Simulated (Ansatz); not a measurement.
# Al (Al (111), 1 layers): how the settings move a single-point run

How sensitive is a single-point run of Al (Al (111), 1 layers) to its settings? A reference run comes first, then one run with altered input.

Method: reference: DFT, PBE, PAW with Ansatz's default frozen-core files, scalar-relativistic, in Ansatz 0.2.0.

### 1 The structure to begin with

It takes space group P6/mmm (No. 191, hexagonal). Conventional cell: a = 2.857 Å, b = 2.857 Å, c = 16.000 Å, α = 90.00°, β = 90.00°, γ = 120.00°. Al (site symmetry 6/mmm) has 6 Al at 2.86 Å as nearest neighbours.

Structure file:

```cif
data_structure
_symmetry_space_group_name_H-M 'P6/mmm'
_symmetry_Int_Tables_number 191
_cell_length_a 2.8575
_cell_length_b 2.8575
_cell_length_c 16.0000
_cell_angle_alpha 90.000
_cell_angle_beta 90.000
_cell_angle_gamma 120.000
_cell_volume 113.14
loop_
_atom_site_label
_atom_site_type_symbol
_atom_site_symmetry_multiplicity
_atom_site_Wyckoff_symbol
_atom_site_fract_x
_atom_site_fract_y
_atom_site_fract_z
_atom_site_occupancy
Al1 Al 1 b 0.00000 0.00000 0.50000 1
```

### 2 Reference

Contents of input.yaml:

```yaml
crystal:
  lattice:
    - [2.8574853682, 0.0, 0.0]
    - [-1.4287426841, 2.4746549198, 0.0]
    - [0.0, 0.0, 16.0]
  atoms:
    - { symbol: Al, position: [0.0, 0.0, 0.5] }
kpoints:
  mp_grid: { grid: [16, 16, 1] }
scf:
  occupations: { method: fermi_dirac, width: 0.08 }
hamiltonian:
  xc: pbe
  pseudopotentials: { kind: paw }
output:
  forces: true
  stress: true
  eigenvalues: true
  populations: true
efield:
  axis: 3
  amplitude: 0
  dipole_correction: true
```

The run is started by

```
$ ansatz run input.yaml --threads 1 --pin off --max-ram 3584MiB --backend cpu --events-out ev --progress --plain --runs-dir out
```

### 3 Changed: occupations.method gaussian, occupations.width 0.01

input.yaml: that of step 2 with these lines changed.

```diff
@@ -10,3 +10,3 @@
 scf:
-  occupations: { method: fermi_dirac, width: 0.08 }
+  occupations: { method: gaussian, width: 0.01 }
 hamiltonian:
```

What does the calculation give? Wanted: for each run, ending; energy change; gap; force.

As calculated:

| run | ending | energy change | gap (eV) | force (eV/Å) | cycles | time |
| --- | --- | --- | --- | --- | --- | --- |
| reference | converged | 0 | 0.00 | 0.00 | 6 | 2.7 s |
| 1: occupations.method gaussian, occupations.width 0.01 | converged | +1.2 meV/atom (σ→0) | 0.00 | 0.00 | 6 | 2.9 s |

Residual by cycle in the longest SCF loop of each run; runs are numbered as in the table. The quantity is the density residual dr2, in eV.

```
cycle  reference    run 1
    1    0.00511  0.00593
    2     8.1e-5   3.3e-4
    3     4.7e-6   4.7e-5
    4     8.4e-8   2.6e-6
    5     4.2e-9   2.9e-7
    6    1.2e-10   3.6e-8
```

Changing the smearing moves the energy by +1.2 meV/atom (σ→0 values).
